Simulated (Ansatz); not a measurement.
# C2H6MoOS: a ladder of functionals and wavefunction methods

The task here is to estimate one member of a computed series from the others.

Program: Ansatz 0.2.0, Gaussian basis. Level of theory: functionals in def2-TZVPP, the program's frozen cores in correlated methods. These are calculated values, not measurements.

The runs, in order: LDA (SPW92), PBE-D4, revPBE-D4, BLYP-D4, r2SCAN-D4, B97M-V, PBE0-D4, B3LYP-D4, r2SCANh-D4, r2SCAN0-D4, HSE06-D4, BHLYP-D4, CAM-B3LYP-D4, LC-ωPBE, ωB97X-V, ωB97M-V, B2PLYP, PBE-QIDH; CCSD(T)/def2-SVP; CCSD(T)/def2-TZVPP; MP2/def2-QZVPP; extrapolation to the limit; RPA on PBE.

### The relaxed structure

All runs share one geometry, relaxed beforehand with PBE0-D4 in a triple-zeta def2 set. Mo takes the def2 core potential; no spin-orbit term is included.

SMILES `[CH3][Mo]([CH3])(=[O])=[S]`, 11 atoms, charge 0, spin multiplicity 1.

Atoms are counted from 1 here; the program's logs count them from 0.

Bond lengths: C1–Mo2 2.088 Å, C1–H6 1.096 Å, C1–H7 1.095 Å, C1–H8 1.091 Å, Mo2–C3 2.088 Å, Mo2–O4 1.667 Å, Mo2–S5 2.106 Å, C3–H9 1.091 Å, C3–H10 1.096 Å, C3–H11 1.095 Å. Angles: Mo2–C1–H6 107.3°, Mo2–C1–H7 108.5°, Mo2–C1–H8 112.8°, H6–C1–H7 110.2°, H6–C1–H8 109.0°, H7–C1–H8 109.0°, C1–Mo2–C3 113.6°, C1–Mo2–O4 107.9°, C1–Mo2–S5 108.3°, C3–Mo2–O4 107.9°, C3–Mo2–S5 108.3°, O4–Mo2–S5 110.8°, Mo2–C3–H9 112.8°, Mo2–C3–H10 107.3°, Mo2–C3–H11 108.5°, H9–C3–H10 109.0°, H9–C3–H11 109.0°, H10–C3–H11 110.2°.

The first run:

The input, in.yaml:

```yaml
crystal:
  periodic: [false, false, false]
  atoms:
    - {symbol: C, position_ang: [-1.702222, 0.453181, 0.281585]}
    - {symbol: Mo, position_ang: [0.118841, 0.211894, -0.711674]}
    - {symbol: C, position_ang: [1.570077, -0.765015, 0.428756]}
    - {symbol: O, position_ang: [-0.159316, -0.700629, -2.078749]}
    - {symbol: S, position_ang: [0.851680, 2.119084, -1.220793]}
    - {symbol: H, position_ang: [-2.068836, -0.547399, 0.539692]}
    - {symbol: H, position_ang: [-1.527668, 1.037828, 1.190387]}
    - {symbol: H, position_ang: [-2.452845, 0.959846, -0.327482]}
    - {symbol: H, position_ang: [2.513515, -0.891605, -0.105106]}
    - {symbol: H, position_ang: [1.171554, -1.753248, 0.687244]}
    - {symbol: H, position_ang: [1.750521, -0.180939, 1.336738]}
basis:
  gaussian: {orbitals: def2-TZVPP}
hamiltonian: {xc: lda}
output: {orbitals: {seedname: orbitals}}
```

Command:

```
> ansatz run in.yaml --threads 4 --pin off --events-out ev --progress --plain --max-ram 11315MiB
```

Among the steps run: LDA; PBE-D4 (GGA); revPBE-D4 (GGA); BLYP-D4 (GGA); r2SCAN-D4 (meta-GGA); B97M-V (meta-GGA); PBE0-D4 (hybrid); B3LYP-D4 (hybrid); r2SCANh-D4 (hybrid); r2SCAN0-D4 (hybrid); HSE06-D4 (hybrid); BHLYP-D4 (hybrid); CAM-B3LYP-D4 (range-separated); LC-ωPBE (range-separated); ωB97X-V (range-separated); ωB97M-V (range-separated); B2PLYP (double hybrid); PBE-QIDH (double hybrid).

One table of the session follows, with a row left open; its other results are not shown here.

It belongs to the step «Frontier levels by functional». 

| functional | HOMO (eV) | LUMO (eV) | gap (eV) |
| --- | --- | --- | --- |
| LDA (SPW92) | -6.58 | -3.97 | 2.60 |
| PBE-D4 | -6.41 | -3.77 | 2.65 |
| revPBE-D4 | -6.35 | -3.68 | 2.67 |
| BLYP-D4 | -6.26 | -3.66 | 2.60 |
| r2SCAN-D4 | -6.67 | -3.72 | 2.95 |
| B97M-V | -6.72 | -3.70 | 3.02 |
| PBE0-D4 | -7.59 | -3.03 | 4.56 |
| B3LYP-D4 | -7.36 | -3.23 | 4.13 |
| r2SCANh-D4 | -7.11 | -3.43 | 3.67 |
| r2SCAN0-D4 | ? | ? | ? |
| HSE06-D4 | -7.19 | -3.40 | 3.79 |
| BHLYP-D4 | -8.62 | -2.12 | 6.50 |
| CAM-B3LYP-D4 | -8.85 | -1.99 | 6.86 |
| LC-ωPBE | -10.16 | -0.91 | 9.25 |
| ωB97X-V | -9.83 | -0.97 | 8.86 |
| ωB97M-V | -9.70 | -1.00 | 8.70 |

**Question.** Estimate the row for r2SCAN0-D4.

Worked estimate for «HOMO (eV)». Against the share of exact exchange, r2SCAN-D4 (0, -6.67), r2SCANh-D4 (0.1, -7.11) give a slope of -4.40 per unit share; at 0.25 the line stands at -7.77.

As computed: HOMO (eV): -7.76; LUMO (eV): -2.99; gap (eV): 4.77. In «HOMO (eV)» the line misses by -0.01.
